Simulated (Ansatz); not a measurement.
## In3As under changes of volume

One of the cells (25.489 Å³/atom); the others are scaled copies at fixed shape and fractional positions:

```xyz
4
Lattice="4.6717 0.0000 0.0000 0.0000 4.6717 0.0000 0.0000 0.0000 4.6717" Properties=species:S:1:pos:R:3 pbc="T T T"
In    2.3358    2.3358    0.0000
In    2.3358    0.0000    2.3358
In    0.0000    2.3358    2.3358
As    0.0000    0.0000    0.0000
```

The cell comes from a database or a generator and needn't be the stable form of this composition.

- Program: Ansatz 0.2.0
- Functional: PBE
- Potentials or basis: Ansatz PAW
- Cutoff: 420 eV (not typed: the program's choice for these potentials)
- k mesh: 6 × 6 × 6
- Occupations: fermi-dirac, width 0.05 eV
- Spin: no spin polarisation

```tsv
volume (Å³/atom)	energy over the lowest point (meV/atom)	pressure (GPa)
23.960	?	?
24.470	10.49	2.5
24.980	4.02	1.5
25.489	0.64	0.6
25.999	0.00	-0.2
26.509	1.82	-1.0
27.019	5.83	-1.6
```

Problem. What does the run at 23.960 Å³/atom give?

Solution. Energy over the lowest point 20.45 meV/atom; pressure 3.7 GPa.

Worked out: A Birch-Murnaghan fit of order 3 (a polynomial in V^(-2/3)) to the other rows has its minimum at 25.87 Å³/atom with B0 = V·E''(V) = 40 GPa and B' = 4.8. It gives 20.42 meV/atom at 23.960 Å³/atom, against the run's 20.45, and -dE/dV = 3.7 GPa, against 3.7.

Energies are extrapolated to zero smearing.
